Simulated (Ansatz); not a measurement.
**B3LYP/6-31G(d) (Cartesian functions) run of Si2NH6F (SMILES F[SiH2]N[SiH3])**

What is the energy change on altering one bond length of Si2NH6F at B3LYP/6-31G* (Cartesian functions)? 

The results are computed with Ansatz 0.2.0.

69 further runs of the same task are left out: 69 set aside as unsound or not needed.

### Step 1. The system as given

Si2NH6F: 10 atoms, total charge 0, spin state singlet. As SMILES, `F[SiH2]N[SiH3]`. The coordinates come from a PBE0-D4/def2-TZVP relaxation. This is one conformer, not always the lowest.

Bond lengths: F1–Si2 1.602 Å, Si2–N3 1.706 Å, N3–Si4 1.733 Å, Si2–H5 1.480 Å, Si2–H6 1.478 Å, N3–H7 1.011 Å, Si4–H8 1.487 Å, Si4–H9 1.487 Å, Si4–H10 1.483 Å. Some angles: F1–Si2–N3 112.6°, Si2–N3–Si4 128.2°, F1–Si2–H5 106.0°, F1–Si2–H6 106.5°, N3–Si2–H5 109.3°, N3–Si2–H6 108.9°, Si2–N3–H7 115.6°, Si4–N3–H7 115.9°, N3–Si4–H8 110.9°, N3–Si4–H9 112.0°.

### Step 2. The energy at B3LYP/6-31G(d) (Cartesian functions)

Contents of input.yaml:

```yaml
crystal:
  periodic: [false, false, false]
  atoms:
    - {symbol: F, position_ang: [-1.561500, 0.994300, -1.776700]}
    - {symbol: Si, position_ang: [-0.375000, 1.301800, -0.745900]}
    - {symbol: "N", position_ang: [0.514800, -0.094800, -0.335900]}
    - {symbol: Si, position_ang: [0.194800, -1.236100, 0.928700]}
    - {symbol: H, position_ang: [0.517200, 2.267200, -1.426700]}
    - {symbol: H, position_ang: [-1.010100, 1.839400, 0.475900]}
    - {symbol: H, position_ang: [1.264300, -0.336200, -0.970000]}
    - {symbol: H, position_ang: [1.391500, -1.422100, 1.791600]}
    - {symbol: H, position_ang: [-0.186300, -2.569800, 0.392000]}
    - {symbol: H, position_ang: [-0.924400, -0.683300, 1.730300]}
basis:
  gaussian:
    orbitals: "6-31G*"
hamiltonian:
  xc: {name: B3LYP}
accuracy: high
output:
  orbitals: {seedname: orbitals}
```

Started as:

```console
$ ansatz run input.yaml --threads 1 --pin off --max-ram 3480MiB --events-out events.jsonl --progress --plain --runs-dir runs
```

Standard output:

```text
Warning: RAYON_NUM_THREADS=1 ignored (pool sized by the plan → 1); use --threads N
Functional definition: B3LYP
  name "B3LYP"
  parameter a0 = 0.2
  parameter ax = 0.72
  parameter ac = 0.81
  exchange = (1 - a0 - ax)*slater_x + ax*b88_x + a0*exact_x
  correlation = (1 - ac)*vwn_rpa_c + ac*lyp_c
1807 factors; integrals over basis functions are off by at most 3.4e-9 eV
mean field evaluation 1: about -20055.6602 eV, gradient 6.1e1 eV
mean field evaluation 2: about -20043.5533 eV, gradient 9.4e1 eV
mean field evaluation 4: about -20062.4401 eV, gradient 5.4e0 eV
mean field evaluation 8: about -20062.6521 eV, gradient 2.0e-1 eV
mean field evaluation 16: about -20062.6523 eV, gradient 1.2e-5 eV
mean field -20062.65225448 eV, -737.2888713979 hartree, gradient 5.2e-8 eV, S^2 0.000000; 0 other end points of the search recorded, 0 dependent functions left out
reference -20062.65229938 eV, -737.2888730479 hartree; 25, 25 occupied and 55, 55 virtual orbitals, 1807 factors
Total energy: -20062.65229938 eV, -737.2888730479 hartree
```

Wall time 6 s (1 thread of Intel Xeon Platinum 8488C (Sapphire Rapids), shared host); peak memory 0.28 GiB.

### Step 3. The distorted shape

Contents of molecule.yaml:

```yaml
crystal:
  periodic: [false, false, false]
  atoms:
    - {symbol: F, position_ang: [-0.218453, 0.330936, -2.738625]}
    - {symbol: Si, position_ang: [0.968047, 0.638436, -1.707825]}
    - {symbol: N, position_ang: [1.857847, -0.758164, -1.297825]}
    - {symbol: Si, position_ang: [1.537847, -1.899464, -0.033225]}
    - {symbol: H, position_ang: [1.860247, 1.603836, -2.388625]}
    - {symbol: H, position_ang: [0.332947, 1.176036, -0.486025]}
    - {symbol: H, position_ang: [2.607347, -0.999564, -1.931925]}
    - {symbol: H, position_ang: [2.734547, -2.085464, 0.829675]}
    - {symbol: H, position_ang: [1.156747, -3.233164, -0.569925]}
    - {symbol: H, position_ang: [-0.924400, -0.683300, 1.730300]}
basis:
  gaussian:
    orbitals: "6-31G*"
hamiltonian:
  xc: {name: B3LYP}
accuracy: high
output: {orbitals: {seedname: orbitals}}
```

Started as:

```console
$ ansatz run molecule.yaml --threads 1 --pin off --max-ram 3480MiB --events-out events.jsonl --progress --plain --runs-dir runs
```

Standard output:

```text
Warning: RAYON_NUM_THREADS=1 ignored (pool sized by the plan → 1); use --threads N
Functional definition: B3LYP
  name "B3LYP"
  parameter a0 = 0.2
  parameter ax = 0.72
  parameter ac = 0.81
  exchange = (1 - a0 - ax)*slater_x + ax*b88_x + a0*exact_x
  correlation = (1 - ac)*vwn_rpa_c + ac*lyp_c
1803 factors; integrals over basis functions are off by at most 3.5e-9 eV
mean field evaluation 1: about -20051.0952 eV, gradient 6.1e1 eV
mean field evaluation 2: about -20036.5339 eV, gradient 9.7e1 eV
mean field evaluation 4: about -20057.1382 eV, gradient 1.2e1 eV
mean field evaluation 8: about -20058.1269 eV, gradient 1.1e0 eV
mean field evaluation 16: about -20058.1295 eV, gradient 2.2e-4 eV
mean field -20058.12952328 eV, -737.1226640919 hartree, gradient 4.0e-8 eV, S^2 0.000000; 0 other end points of the search recorded, 0 dependent functions left out
reference -20058.12956944 eV, -737.1226657885 hartree; 25, 25 occupied and 55, 55 virtual orbitals, 1803 factors
Total energy: -20058.12956944 eV, -737.1226657885 hartree
```

Wall time 6 s (1 thread of Intel Xeon Platinum 8488C (Sapphire Rapids), shared host); peak memory 0.28 GiB.

### Step 4. Results

Level: B3LYP/6-31G* (Cartesian functions).

| quantity | value |
| --- | --- |
| first shape: total energy | -737.28887 Eh |
| first shape: HOMO energy | -7.62 eV |
| first shape: LUMO energy | 0.32 eV |
| first shape: HOMO–LUMO gap | 7.94 eV |
| distorted shape: total energy | -737.12267 Eh |
| distorted shape: HOMO energy | -6.32 eV |
| distorted shape: LUMO energy | -3.78 eV |
| distorted shape: HOMO–LUMO gap | 2.54 eV |
| energy change with the Si4–H10 bond stretched from 1.483 to 3.264 Å | 4.523 eV |

One bond (distorted shape) is far stretched, which a spin-restricted single reference describes badly; a broken-symmetry solution may lie lower. With the Si4–H10 bond stretched from 1.483 to 3.264 Å the energy rises by 4.52 eV (436 kJ/mol). The first shape isn't relaxed at this level, so the change isn't measured from a minimum. A restricted reference can't describe the breaking bond well at this length.
